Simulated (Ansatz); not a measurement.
# F2H2OSi (built from SMILES O[SiH](F)F): a reaction path by the nudged elastic band

Aim: the minimum-energy path between two given structures and its highest point. Both ends were relaxed at PBE0-D4 in triple zeta.

The runs use Ansatz 0.2.0, Gaussian basis; PBE0-D4/def2-SVP.

16 further runs of the same task are left out: 16 set aside as unsound or not needed.

### Step 1. Where the work starts

The first end: 6 atoms, charge 0, spin multiplicity 1.

Atoms are counted from 1 here; the program's logs count them from 0.

Bond lengths: Si1–O2 1.614 Å, Si1–H3 1.463 Å, Si1–F4 1.584 Å, Si1–F5 1.584 Å, O2–H6 0.958 Å. Angles: O2–Si1–H3 108.6°, O2–Si1–F4 111.2°, O2–Si1–F5 111.2°, H3–Si1–F4 110.2°, H3–Si1–F5 110.2°, F4–Si1–F5 105.5°, Si1–O2–H6 120.8°.

Geometry (Å):

```xyz
6

Si   -0.1418    0.1260   -0.3372
O     0.8756   -0.6945    0.6097
H     0.2454   -0.0874   -1.7314
F    -1.6387   -0.3391   -0.1088
F    -0.1217    1.6726    0.0044
H     0.7813   -0.6776    1.5633
```

The second end:

```xyz
6
charge 0, multiplicity 1
Si   -0.6815    0.8343   -0.7629
O     0.9461   -0.4987   -0.2307
H     0.5091   -1.3317   -0.0086
F    -1.6544   -0.3891   -0.2888
F    -0.4047    1.5265    0.6904
H     1.2855   -0.1411    0.6007
```

### Step 2. The band at PBE0-D4/def2-SVP

Input file neb/in.yaml:

```yaml
crystal:
  periodic: [false, false, false]
  atoms:
    - {symbol: Si, position_ang: [-0.141794, 0.126014, -0.337205]}
    - {symbol: O, position_ang: [0.875616, -0.694492, 0.609747]}
    - {symbol: H, position_ang: [0.245379, -0.087397, -1.731427]}
    - {symbol: F, position_ang: [-1.638652, -0.339076, -0.108821]}
    - {symbol: F, position_ang: [-0.121706, 1.672624, 0.004400]}
    - {symbol: H, position_ang: [0.781257, -0.677573, 1.563306]}
basis:
  gaussian: {orbitals: def2-SVP}
hamiltonian: {xc: pbe0, dispersion: d4}
neb:
  images: 5
  climbing: true
  max_iterations: 40
  initial_path: idpp
  final_atoms:
    - {symbol: Si, position_ang: [-0.681474, 0.834255, -0.762918]}
    - {symbol: O, position_ang: [0.946118, -0.498689, -0.230698]}
    - {symbol: H, position_ang: [0.509079, -1.331743, -0.008644]}
    - {symbol: F, position_ang: [-1.654420, -0.389087, -0.288838]}
    - {symbol: F, position_ang: [-0.404663, 1.526474, 0.690367]}
    - {symbol: H, position_ang: [1.285460, -0.141110, 0.600730]}
```

Started as:

```sh
$ ansatz run in.yaml --threads 2 --pin off --events-out ev --progress --plain --max-ram 4352MiB
```

The program printed:

```text
Functional definition: PBE0
  name "PBE0"
  cite "Adamo & Barone, J. Chem. Phys. 110, 6158 (1999) doi:10.1063/1.478522"
  cite "Perdew, Burke & Ernzerhof, Phys. Rev. Lett. 77, 3865 (1996) doi:10.1103/PhysRevLett.77.3865"
  parent pbe
  parameter a = 0.25
  parameter kappa = 0.804
  parameter beta = 0.06672455060314922
  exchange = (1 - a)*pbe_x(kappa = kappa, mu = beta*pi^2/3) + a*exact_x
  correlation = pbe_c(beta = beta)
689 factors; integrals over basis functions are off by at most 5.5e-4 eV
mean field evaluation 1: about -15371.3896 eV, gradient 5.6e1 eV
mean field evaluation 2: about -15366.5147 eV, gradient 7.8e1 eV
mean field evaluation 4: about -15376.3343 eV, gradient 2.5e0 eV
mean field evaluation 8: about -15376.3512 eV, gradient 4.0e-2 eV
mean field -15376.35119540 eV, -565.0704839659 hartree, gradient 1.8e-5 eV, S^2 0.000000; 0 other end points of the search recorded, 0 dependent functions left out
the calculation of the forces begins
reference -15376.35121462 eV, -565.0704846722 hartree; 21, 21 occupied and 49, 49 virtual orbitals, 689 factors
[... from here to the last solve, the lines of the solves are left out (129 solves) ...]
WARN: NEB end point (image 0): max|allowed force component| = 1.013e0 eV/Å (the criterion of neb.relax_end_points is 1.000e-2). That is over neb.f_tol: it is no minimum, so the barrier can be far off. Relax it first
WARN: NEB end point (image 6): max|allowed force component| = 8.151e-1 eV/Å (the criterion of neb.relax_end_points is 1.000e-2). That is over neb.f_tol: it is no minimum, so the barrier can be far off. Relax it first
NEB iter   1: max|band force component| = 5.977e0 eV/Å  barrier→ = 4.8334 eV  barrier← = 2.9181 eV  Δτ_max = 0.2000 Å  (173 SCF iters)
NEB iter   2: max|band force component| = 3.280e0 eV/Å  barrier→ = 3.8903 eV  barrier← = 1.9750 eV  Δτ_max = 0.2000 Å  (159 SCF iters)
NEB iter   3: max|band force component| = 8.371e0 eV/Å  barrier→ = 3.8041 eV  barrier← = 1.8888 eV  Δτ_max = 0.1010 Å  (145 SCF iters)
NEB iter   4: max|band force component| = 1.515e0 eV/Å  barrier→ = 3.6571 eV  barrier← = 1.7418 eV  Δτ_max = 0.2000 Å  (138 SCF iters)
NEB iter   5: max|band force component| = 3.346e0 eV/Å  barrier→ = 3.3565 eV  barrier← = 1.4412 eV  Δτ_max = 0.1017 Å  (145 SCF iters)
NEB iter   6: max|band force component| = 9.641e-1 eV/Å  barrier→ = 3.0518 eV  barrier← = 1.1365 eV  Δτ_max = 0.1993 Å  (135 SCF iters)
NEB iter   7: max|band force component| = 2.913e0 eV/Å  barrier→ = 2.7878 eV  barrier← = 0.8725 eV  Δτ_max = 0.0995 Å  (144 SCF iters)
NEB iter   8: max|band force component| = 1.095e0 eV/Å  barrier→ = 2.5831 eV  barrier← = 0.6678 eV  Δτ_max = 0.1955 Å  (132 SCF iters)
NEB iter   9: max|band force component| = 6.940e-1 eV/Å  barrier→ = 2.3883 eV  barrier← = 0.4730 eV  Δτ_max = 0.1954 Å  (138 SCF iters)
NEB iter  10: max|band force component| = 7.899e-1 eV/Å  barrier→ = 2.3185 eV  barrier← = 0.4032 eV  CI = image 3  Δτ_max = 0.1974 Å  (142 SCF iters)
NEB iter  11: max|band force component| = 1.364e0 eV/Å  barrier→ = 2.4886 eV  barrier← = 0.5733 eV  CI = image 3  Δτ_max = 0.2000 Å  (141 SCF iters)
NEB iter  12: max|band force component| = 1.652e0 eV/Å  barrier→ = 3.0412 eV  barrier← = 1.1259 eV  CI = image 3  Δτ_max = 0.0984 Å  (140 SCF iters)
NEB iter  13: max|band force component| = 1.518e0 eV/Å  barrier→ = 3.0566 eV  barrier← = 1.1413 eV  CI = image 3  Δτ_max = 0.0791 Å  (132 SCF iters)
NEB iter  14: max|band force component| = 1.067e0 eV/Å  barrier→ = 3.3163 eV  barrier← = 1.4010 eV  CI = image 3  Δτ_max = 0.1980 Å  (134 SCF iters)
NEB iter  15: max|band force component| = 9.741e-1 eV/Å  barrier→ = 3.4170 eV  barrier← = 1.5017 eV  CI = image 3  Δτ_max = 0.0986 Å  (138 SCF iters)
NEB iter  16: max|band force component| = 3.477e-1 eV/Å  barrier→ = 3.3633 eV  barrier← = 1.4480 eV  CI = image 3  Δτ_max = 0.0654 Å  (134 SCF iters)
NEB iter  17: max|band force component| = 1.296e-1 eV/Å  barrier→ = 3.3455 eV  barrier← = 1.4302 eV  CI = image 3  Δτ_max = 0.0296 Å  (132 SCF iters)
691 factors; integrals over basis functions are off by at most 1.3e-3 eV
mean field -15373.04441958 eV, -564.9489621958 hartree, gradient 2.0e-6 eV, S^2 0.000000; 0 other end points of the search recorded, 0 dependent functions left out
the calculation of the forces begins
reference -15373.04444023 eV, -564.9489629547 hartree; 21, 21 occupied and 49, 49 virtual orbitals, 691 factors
NEB iter  18: max|band force component| = 4.329e-2 eV/Å  barrier→ = 3.3443 eV  barrier← = 1.4290 eV  CI = image 3  Δτ_max = 0.0000 Å  (998 SCF iters)
Total energy: -15373.08144073 eV, -564.9503226981 hartree
Atom 0 at    -0.469445     0.477336    -0.427287 Å, force    -0.005628     0.037847     0.041134 eV/Å
Atom 1 at     0.998324    -0.417178     0.210031 Å, force     0.005730     0.020709    -0.036304 eV/Å
Atom 2 at     0.732582    -0.393888    -1.075338 Å, force    -0.030671    -0.020628     0.040354 eV/Å
Atom 3 at    -1.646124    -0.311804     0.373566 Å, force     0.004712     0.007561    -0.041065 eV/Å
Atom 4 at    -0.397873     1.920611     0.302248 Å, force    -0.004083    -0.016751    -0.014566 eV/Å
Atom 5 at     0.782635    -1.274978     0.616779 Å, force     0.029939    -0.028739     0.010447 eV/Å
Dipole moment:     0.196613    -0.467463    -0.109812 e Å
```

Run time: 2.3 min. Hardware: 2 threads of Intel Xeon Platinum 8259CL at 2.50GHz, shared host.

The last band:

| image | path (Å) | energy (kJ/mol) | O2–H3 (Å) | Si1–O2 (Å) | Si1–H3 (Å) |
| --- | --- | --- | --- | --- | --- |
| 0 | 0.00 | 0.0 | 2.50 | 1.61 | 1.46 |
| 1 | 0.73 | 2.4 | 2.58 | 1.63 | 1.47 |
| 2 | 1.45 | 88.2 | 2.08 | 1.64 | 1.47 |
| 3 | 2.18 | 322.7 | 1.31 | 1.83 | 1.62 |
| 4 | 3.13 | 190.8 | 0.97 | 2.12 | 2.58 |
| 5 | 4.08 | 187.4 | 0.97 | 2.13 | 2.66 |
| 6 | 5.03 | 184.8 | 0.97 | 2.17 | 2.58 |

The highest image, 3:

```
Si   -0.46945    0.47734   -0.42729
O     0.99832   -0.41718    0.21003
H     0.73258   -0.39389   -1.07534
F    -1.64612   -0.31180    0.37357
F    -0.39787    1.92061    0.30225
H     0.78263   -1.27498    0.61678
```

### Step 3. Summary of results

| quantity | value |
| --- | --- |
| PBE0-D4/def2-SVP, 18 iterations | highest 322.7 kJ/mol (image 3), last end +184.8 kJ/mol |
| from earlier runs: barrier over the separately found saddle, CCSD(T)/def2-TZVPP | 357.5 kJ/mol |

In words: The highest image lies 322.7 kJ/mol above the first end, and it climbed, so it estimates the saddle. The ends are not quite minima at this level (largest force component 1.01 eV/Å), so the heights are unreliable: relaxing the first end would lower it and raise the barrier above it. The highest image is 34.8 kJ/mol below the CCSD(T) barrier in triple zeta, which comes from separate runs on the saddle.
